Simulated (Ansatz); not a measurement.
# Two structures of S: comparison of enthalpies under pressure, by script

An exercise on one series of results from a longer session: the logs are not shown, and one member is left open.

Computed with the Python package of Ansatz 0.2.0. Level of theory: DFT PBEsol, plane waves, PAW.

## Starting point

S P4_2/mnm: Symmetry: P4_2/mnm, No. 136, tetragonal system. The conventional cell has a = 5.678 Å, b = 5.678 Å, c = 2.950 Å, α = 90.00°, β = 90.00°, γ = 90.00°. S (site symmetry m2m) has 1 S at 1.87 Å as nearest neighbours.

S Fm-3m: The structure is cubic, space group Fm-3m (No. 225). Conventional cell: a = 3.989 Å, b = 3.989 Å, c = 3.989 Å, α = 90.00°, β = 90.00°, γ = 90.00°. S (site symmetry m-3m) is surrounded by 12 S at 2.82 Å.

The script holds or builds the structure itself.

Set-up of the first run:

Input file s.py:

```python
"""Enthalpies of two structures of S under pressure."""

import warnings

import ansatz as az
import numpy as np

PHASES = {
    "P4_2/mnm": (
        [[5.678054, 0.0, 0.0], [0.0, 5.678054, 0.0], [0.0, 0.0, 2.949616]],
        [
            ("S", [0.883391, 0.883391, 0.5]),
            ("S", [0.116609, 0.116609, 0.5]),
            ("S", [0.383391, 0.616609, 0.0]),
            ("S", [0.616609, 0.383391, 0.0]),
        ],
    ),
    "Fm-3m": (
        [[0.0, 1.99435, 1.99435], [1.99435, 0.0, 1.99435], [1.99435, 1.99435, 0.0]],
        [
            ("S", [0.0, 0.0, 0.0]),
        ],
    ),
}


def build(vectors, sites):
    crystal = az.Crystal(lattice=az.Lattice.of(vectors))
    for symbol, position in sites:
        crystal = crystal.atom(symbol, position)
    return crystal


def compute(name, crystal, pressure=0.0):
    calc = crystal.calculation()
    calc = calc.functional("pbesol").basis(500)
    calc = calc.kpoints(spacing=0.33).occupations("gaussian", width=0.05)
    calc = calc.relax(force_tolerance=0.02, max_steps=60, cell=True, pressure=pressure)
    return calc.run()


def volume_per_atom(outcome):
    return abs(np.linalg.det(outcome.lattice.cell_ang)) / len(outcome.lattice.sites)

warnings.simplefilter("ignore", az.DeckWarning)

phases = {name: build(*cell) for name, cell in PHASES.items()}

# enthalpy per atom at each pressure
pressures = [0, 10, 20, 30]
enthalpy, volume = {name: [] for name in phases}, {name: [] for name in phases}
for p in pressures:
    for name, crystal in phases.items():
        o = compute(name, crystal, pressure=p)
        volume[name].append(volume_per_atom(o))
        enthalpy[name].append(o.report["energy_sigma0_ev"] / len(o.lattice.sites) + p * volume[name][-1] / 160.21766)
gap = np.array(enthalpy["Fm-3m"]) - np.array(enthalpy["P4_2/mnm"])
rows = [(p, va, vb, 1000 * d) for p, va, vb, d in zip(pressures, volume["P4_2/mnm"], volume["Fm-3m"], gap)]
print("| P (GPa) | V P4_2/mnm (A^3/atom) | V Fm-3m (A^3/atom) | H(Fm-3m) - H(P4_2/mnm) (meV/atom) |")
print("| --- | --- | --- | --- |")
for row in rows:
    print(f"| {row[0]:d} | {row[1]:.3f} | {row[2]:.3f} | {row[3]:+.1f} |")
crossings = [p0 - g0 * (p1 - p0) / (g1 - g0) for p0, p1, g0, g1 in zip(pressures, pressures[1:], gap, gap[1:]) if g0 * g1 < 0]
print("crossing near", [round(float(p), 1) for p in crossings], "GPa") if crossings else print("no crossing in this range")
```

On the command line:

```console
> python s.py
```

Among the steps run: Launch.

One table of the session follows, with a row left open; its other results are not shown here.

It belongs to the step «Run by run». Enthalpy H = E + pV of the second structure less the first:

```
pressure (GPa)  ΔH (meV/atom)
             0          732.3
            10              ?
            20          431.9
            30          339.5
```

Estimate the missing values for pressure (GPa) = 10.

Worked estimate for «ΔH (meV/atom)». A straight line through the neighbours (0, 732.3) and (20, 431.9) gives 732.3 + (431.9 − 732.3) × (10 − 0) / (20 − 0) = 582.1; a parabola fitted to 3 rows on both sides gives 562.8.

The run gave: ΔH (meV/atom): 560.2. In «ΔH (meV/atom)» the line misses by +21.9 and the parabola by +2.6.

Limits of these values: Caveats:
- At a fixed pressure a relaxation lowers the enthalpy F + PV, while F alone can rise.
- Only these two structures are compared, at zero temperature and with their symmetry kept; either may be hypothetical, and another phase may be lower than both. Whether this is the phase that is stable at ambient conditions was not tested.
